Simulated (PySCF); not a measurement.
**BrF: basis, grid and Hamiltonian**

Aim: see how much the energy and properties of BrF depend on the numerical set-up.

Computed with PySCF 2.14.0. Level: each script names its method and basis.

2 further runs of the same task are left out: 2 that didn't finish.

### 1 The starting structure

BrF: 2 atoms, charge 0, spin multiplicity 1.

Bond lengths: Br1–F2 1.557 Å.

### 2 Base script

The input, input.py:

```python
from pyscf import gto, dft, tdscf

mol = gto.M(
    atom='Br 0 0 0; F 0 0 1.557',
    basis='cc-pvdz-dk',
    charge=0,
    spin=0,
    verbose=4,
)
mf = dft.RKS(mol, xc='blyp')
mf = mf.sfx2c1e()
mf = mf.density_fit(auxbasis='def2-universal-jkfit')
mf.kernel()
td = tdscf.TDA(mf)
td.nstates = 8
td.kernel()
td.analyze()
mf.dip_moment()
print('orbital energies (hartree):', mf.mo_energy[..., max(0, mol.nelec[1]-3):mol.nelec[0]+3].round(4))
```

Started as:

```
OMP_NUM_THREADS=1 python input.py
```

Its log is not repeated here.

Base result: E(SCF) = -2706.055928 Eh, 9 cycles, μ = 0.84 D, excitations 4.76, 4.76, 9.90, 9.90, 13.27 eV.

The bond length is a typed value, not an optimised one.

### 3 Cartesian functions on

Edit 1 changes Cartesian functions: off → on.

The input, input.py:

```python
from pyscf import gto, dft, tdscf

mol = gto.M(
    atom='Br 0 0 0; F 0 0 1.557',
    basis='cc-pvdz-dk',
    charge=0,
    spin=0,
    cart=True,
    verbose=4,
)
mf = dft.RKS(mol, xc='blyp')
mf = mf.sfx2c1e()
mf = mf.density_fit(auxbasis='def2-universal-jkfit')
mf.kernel()
td = tdscf.TDA(mf)
td.nstates = 8
td.kernel()
td.analyze()
mf.dip_moment()
print('orbital energies (hartree):', mf.mo_energy[..., max(0, mol.nelec[1]-3):mol.nelec[0]+3].round(4))
```

Started as:

```
OMP_NUM_THREADS=1 python input.py
```

### 4 Ano-rcc-vdzp

Edit 2 changes basis set: cc-pvdz-dk → ano-rcc-vdzp.

Edit input.py of step 2 so:

```diff
@@ -4,3 +4,3 @@
     atom='Br 0 0 0; F 0 0 1.557',
-    basis='cc-pvdz-dk',
+    basis='ano-rcc-vdzp',
     charge=0,
```

### 5 Spin-free X2C off

Edit 3 changes spin-free X2C: on → off.

Edit input.py of step 2 so:

```diff
@@ -10,3 +10,2 @@
 mf = dft.RKS(mol, xc='blyp')
-mf = mf.sfx2c1e()
 mf = mf.density_fit(auxbasis='def2-universal-jkfit')
```

### 6 Sbkjc (core potential on, X2C off)

Edit 4 changes basis set: cc-pvdz-dk → sbkjc; core potential: off → on; spin-free X2C: on → off. The core potential changes with it: totals don't compare.

Edit input.py of step 2 so:

```diff
@@ -4,3 +4,4 @@
     atom='Br 0 0 0; F 0 0 1.557',
-    basis='cc-pvdz-dk',
+    basis='sbkjc',
+    ecp={'Br': 'sbkjc', 'F': 'sbkjc'},
     charge=0,
@@ -10,3 +11,2 @@
 mf = dft.RKS(mol, xc='blyp')
-mf = mf.sfx2c1e()
 mf = mf.density_fit(auxbasis='def2-universal-jkfit')
@@ -16,3 +16,3 @@
 td.kernel()
-td.analyze()
+td.analyze(verbose=3)
 mf.dip_moment()
```

What does the calculation give? Wanted: for each run, E(SCF); from base; gap; SCF dipole; after the SCF.

As calculated:

```csv
run,E(SCF) (hartree),from base (eV),cycles,gap (eV),SCF dipole (D),functions,after the SCF
base,-2706.055928,0,9,4.15,0.84,41,lowest root found 4.76 eV
Cartesian functions on,-2706.059286,-0.0914,13,4.14,0.81,44,lowest root found 4.75 eV
ano-rcc-vdzp,-2706.226300,-4.6361,9,3.97,0.79,41,lowest root found 4.54 eV
spin-free X2C off (poor choice),-2654.266467,not comparable,8,4.22,0.71,41,lowest root found 4.85 eV
"sbkjc (core potential on, X2C off)",-37.346811,not comparable,10,4.17,1.29,16,lowest root found 4.73 eV
```

**Reading.** The largest comparable shift of the SCF energy, -4.636 eV, comes with the run “ano-rcc-vdzp”. ano-rcc-vdzp (41 functions) gives an energy 4.64 eV lower than cc-pvdz-dk (41). Rows marked «poor choice» come from settings spoiled on purpose.
